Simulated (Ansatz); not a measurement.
# TaC2: the cost of one run

Computed with Ansatz 0.2.0 (DFT PBE, scalar-relativistic, plane waves, PAW, unless a step's input says otherwise).

## (1) The system as given

It takes space group P6/mmm (No. 191, hexagonal). Conventional cell: a = 3.782 Å, b = 3.782 Å, c = 3.189 Å, α = 90.00°, β = 90.00°, γ = 120.00°. Ta (site symmetry 6/mmm) has 6 C at 2.18 Å as nearest neighbours. C (site symmetry -6m2) is surrounded by 3 Ta at 2.18 Å and 3 C at 2.18 Å.

Structure file:

```cif
data_structure
_symmetry_space_group_name_H-M 'P 1'
_symmetry_Int_Tables_number 1
_cell_length_a 3.7825
_cell_length_b 3.7825
_cell_length_c 3.1889
_cell_angle_alpha 90.000
_cell_angle_beta 90.000
_cell_angle_gamma 120.000
_cell_volume 39.51
loop_
_atom_site_label
_atom_site_type_symbol
_atom_site_fract_x
_atom_site_fract_y
_atom_site_fract_z
_atom_site_occupancy
Ta1 Ta 0.00000 0.00000 0.50000 1
C1 C 0.33333 0.66667 0.50000 1
C2 C 0.66667 0.33333 0.50000 1
```

The cell was relaxed beforehand at this level, from a generated guess; it needn't be the stable form of this composition. At a tolerance of 0.05 Å it has space group P6/mmm (No. 191); it has 13.17 Å³/atom, an uncorrected energy of +2.18 eV/atom over the elements.

## (2) Electronic structure at the relaxed geometry

Contents of input.yaml:

```yaml
crystal:
  lattice:
    - [3.7824980198, 0.0, 0.0]
    - [-1.8912490099, 3.2757393749, 0.0]
    - [0.0, 0.0, 3.1888852933]
  atoms:
    - { symbol: Ta, position: [0.0, 0.0, 0.5] }
    - { symbol: C, position: [0.3333333333, 0.6666666667, 0.5] }
    - { symbol: C, position: [0.6666666667, 0.3333333333, 0.5] }
basis:
  ecutwfc: 420
kpoints:
  mp_grid: { grid: [12, 12, 14] }
  band_path:
    path:
      - [[0.0, 0.0, 0.0], [0.5, 0.0, 0.0], [0.33333333, 0.33333333, 0.0], [0.0, 0.0, 0.0], [0.0, 0.0, 0.5], [0.5, 0.0, 0.5], [0.33333333, 0.33333333, 0.5], [0.0, 0.0, 0.5]]
      - [[0.5, 0.0, 0.5], [0.5, 0.0, 0.0]]
      - [[0.33333333, 0.33333333, 0.5], [0.33333333, 0.33333333, 0.0]]
    npoints: 14
hamiltonian:
  xc: pbe
scf:
  occupations: { method: gaussian, width: 0.1 }
  n_extra_bands: 7
output:
  forces: true
  stress: true
  eigenvalues: true
  populations: true
  dos: { projected: true, de: 0.02, nscf_kmesh: { grid: [15, 15, 17] } }
  bader: true
  write_density: true
  write_potential: true
  elf: true
  volumetric_format: npy
```

Run with:

```sh
$ ansatz run input.yaml --threads 1 --pin off --max-ram 2560MiB --backend cpu --events-out ev --progress --plain --runs-dir out
```

What time and memory should one allow on 1 thread of Intel Xeon Platinum 8488C (Sapphire Rapids), shared host?

About 29 s, with a peak of 0.45 GiB.
